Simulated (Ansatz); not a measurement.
Crystal: TaWC2.

```
W Ta C
1.0
     1.57186    0.90751    5.10162
    -1.57186    0.90751    5.10162
     0.00000   -1.81502    5.10162
W Ta C
1 1 2
Direct
  0.00000 0.00000 0.00000
  0.50000 0.50000 0.50000
  0.25093 0.25093 0.25093
  0.74907 0.74907 0.74907
```

The cell comes from a database or a generator and needn't be the stable form of this composition.

| Item | Value |
| --- | --- |
| Program | Ansatz 0.2.0 |
| Task | relaxation of cell and atoms |
| Functional | PBEsol |
| Potentials or basis | Ansatz PAW |
| Cutoff | 420 eV (not typed: the program's choice for these potentials) |
| k mesh | 10 × 10 × 10 |
| Occupations | fermi-dirac, width 0.05 eV |
| Spin | no spin polarisation |
| Hubbard terms | Ta d U = 6 eV, W d U = 6 eV |

At the start: volume 10.92 Å³/atom.

How do energy, volume and symmetry change on relaxing?

It ends after 6 steps and the volume is 10.69 Å³/atom (-2.1 %); space group R-3m (No. 166, to 0.05 Å).

The path:
```csv
step,energy change (eV),largest force (eV/Å),volume (Å³)
1,0.0000,0.2710,43.66
2,-0.0193,0.0203,42.22
3,-0.0265,0.0374,42.75
4,-0.0266,0.0289,42.78
5,-0.0268,0.0036,42.76
6,-0.0251,0.0038,42.76
```

Final structure:
```yaml
crystal:
  lattice:
    - [1.56259, 0.90216, 5.05522]
    - [-1.56259, 0.90216, 5.05522]
    - [0.00000, -1.80433, 5.05522]
  atoms:
    - { symbol: W, position: [0.00000, 0.00000, 0.00000] }
    - { symbol: Ta, position: [0.50000, 0.50000, 0.50000] }
    - { symbol: C, position: [0.25001, 0.25001, 0.25001] }
    - { symbol: C, position: [0.74999, 0.74999, 0.74999] }
```

Caveat: the plane-wave basis is chosen anew once the cell has moved, so the energies of steps on either side of that aren't comparable; the pressure holds a Pulay correction of +0.3 GPa for the finite cutoff; U without spin polarisation on a metal has little footing; the PAW data sets come from PBE, with cores solved anew for the run's functional, which leaves a small shift of forces and pressure; the U is typed as a test and isn't derived for this compound.
